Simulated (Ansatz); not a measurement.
# H2Br (doublet): wave-function methods side by side at distance H1–H2 along a hydrogen transfer = 0.835 Å, cc-pVDZ

Aim: climb from Hartree-Fock through coupled cluster and multireference methods for H2Br (doublet) at one geometry and basis, and see what each rung misses.

Computed with Ansatz 0.2.0, Gaussian basis. Level: cc-pVDZ, core rule «outside noble gas», up to 14 orbitals frozen.

Plan: UHF; CCSD(T) on ROHF; CCSD(T) on UHF; BCCD(T) on ROHF; CISD; CCSDT(Q) on ROHF; CCSDT(Q) on UHF; CCSDTQ on ROHF; CCSDTQ on UHF; CASSCF and MRCISD+Q, 3 electrons in 3 orbitals; CASSCF and NEVPT2, 3 electrons in 3 orbitals; CASSCF and MRCISD+Q, 9 electrons in 6 orbitals; CASSCF and NEVPT2, 9 electrons in 6 orbitals; Full CI.

## (1) The geometry

The geometry derives from fragments relaxed apart (PBE0/def2-TZVP) and kept rigid, so it is no stationary point. A hydrogen atom is moved between rigid fragments. No spin-orbit coupling is included. The filled d shell of Br may be among the frozen orbitals whatever the setting's name suggests; the logs give the count.

3 atoms, charge 0, spin multiplicity 2.

Atoms are counted from 1 here; the program's logs count them from 0.

Bond lengths: H1–H2 0.835 Å, H2–Br3 1.756 Å. Angles: H1–H2–Br3 180.0°.

## (2) UHF

File in.yaml:

```yaml
crystal:
  periodic: [false, false, false]
  atoms:
    - {symbol: H, position_ang: [0.000000, 0.000000, -1.142000]}
    - {symbol: H, position_ang: [0.000000, 0.000000, -0.307000]}
    - {symbol: Br, position_ang: [0.000000, 0.000000, 1.449000]}
basis:
  gaussian: {orbitals: cc-pVDZ}
magnetization: {spin_polarized: true, initial_magnetization: 1}
hamiltonian: {xc: hf}
output: {orbitals: {seedname: orbitals}}
```

Run with:

```bash
> ansatz run in.yaml --threads 1 --pin off --events-out ev --progress --plain --max-ram 4096MiB --backend cpu
```

The runs that follow: CCSD(T) on ROHF; CCSD(T) on UHF; BCCD(T) on ROHF; CISD; CCSDT(Q) on ROHF; CCSDT(Q) on UHF; CCSDTQ on ROHF; CCSDTQ on UHF; CASSCF and MRCISD+Q, 3 electrons in 3 orbitals; CASSCF and NEVPT2, 3 electrons in 3 orbitals; CASSCF and MRCISD+Q, 9 electrons in 6 orbitals; CASSCF and NEVPT2, 9 electrons in 6 orbitals; Full CI.

Before running them: what should the planned runs give, taken together? Wanted: FCI below the RHF energy; RMP2 from FCI; UMP2 from FCI; RCCSD from FCI; RCCSD(T) from FCI; UCCSD(T) from FCI; RCCSDT(Q) from FCI; UCCSDT(Q) from FCI; NEVPT2 pair from FCI.

**Answer**, as computed:

```
                         quantity                                                                                                  value
         FCI below the RHF energy                                                                                             -4.3631 eV
                    RMP2 from FCI                                                                                        +15.07 kcal/mol
                    UMP2 from FCI                                                                                        +15.27 kcal/mol
                   RCCSD from FCI                                                                                         +1.51 kcal/mol
                RCCSD(T) from FCI                                                                                         +0.32 kcal/mol
                UCCSD(T) from FCI                                                                                         +0.29 kcal/mol
               RCCSDT(Q) from FCI                                                                                         +0.01 kcal/mol
               UCCSDT(Q) from FCI                                                                                         -0.02 kcal/mol
             NEVPT2 pair from FCI                                                                                        +12.90 kcal/mol
          NEVPT2 valence from FCI                                                                                        +20.29 kcal/mol
        MRCISD+Q valence from FCI                                                                                         -0.12 kcal/mol
levels within 1 kcal/mol (43 meV)  RCCSD(T), UCCSD(T), BCCD(T), RCCSDT, UCCSDT, RCCSDT(Q), UCCSDT(Q), RCCSDTQ, UCCSDTQ, MRCISD+Q valence
                    T1 diagnostic                                                                                                  0.022
   effectively unpaired electrons                                                                                                   1.03
```

RCCSD(T) misses by +0.32 kcal/mol, 0.3 % of the correlation energy. MRCISD+Q valence falls below full CI: the +Q correction isn't variational, and the cores differ from full CI's. One determinant dominates. Of the multireference levels listed MRCISD+Q valence comes nearest in total energy (-0.12 kcal/mol), which doesn't show that its space is the better one. These misses are within one basis, not against nature; the frozen cores of restricted and unrestricted runs differ, which can shift their rows.
